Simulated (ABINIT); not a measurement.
InH3:

```
In H
1.0
     2.97997    0.00000    0.00000
     0.00000    2.97997    0.00000
     0.00000    0.00000    5.65166
In H
1 3
Direct
  0.00000 0.00000 0.00000
  0.50000 0.00000 0.50000
  0.00000 0.50000 0.50000
  0.50000 0.50000 0.50000
```

The cell was built by a generator and needn't be a form met in nature.

Base run:

| Item | Value |
| --- | --- |
| Program | ABINIT 10.8.3 (patched build) |
| Functional | PBEsol |
| Potentials or basis | PseudoDojo NC SR PBEsol v0.4.1 standard |
| Cutoff | 871 eV |
| k mesh | 7 × 7 × 4 |
| Occupations | fermi-dirac, width 0.05 eV |
| Spin | no spin polarisation |

Its results: band gap on the k mesh none (metal or under the smearing width); pressure -8.0 GPa.

Problem. The run is repeated on the same cell with these changes: functional from PBEsol to LDA; potentials or basis from PseudoDojo NC SR PBEsol v0.4.1 standard to PseudoDojo NC SR LDA v0.4.1 standard; cutoff from 871 eV to 1007 eV. What comes out?

Solution. Band gap on the k mesh none (metal or under the smearing width); pressure -8.8 GPa.

Not every run made on this cell is shown here.
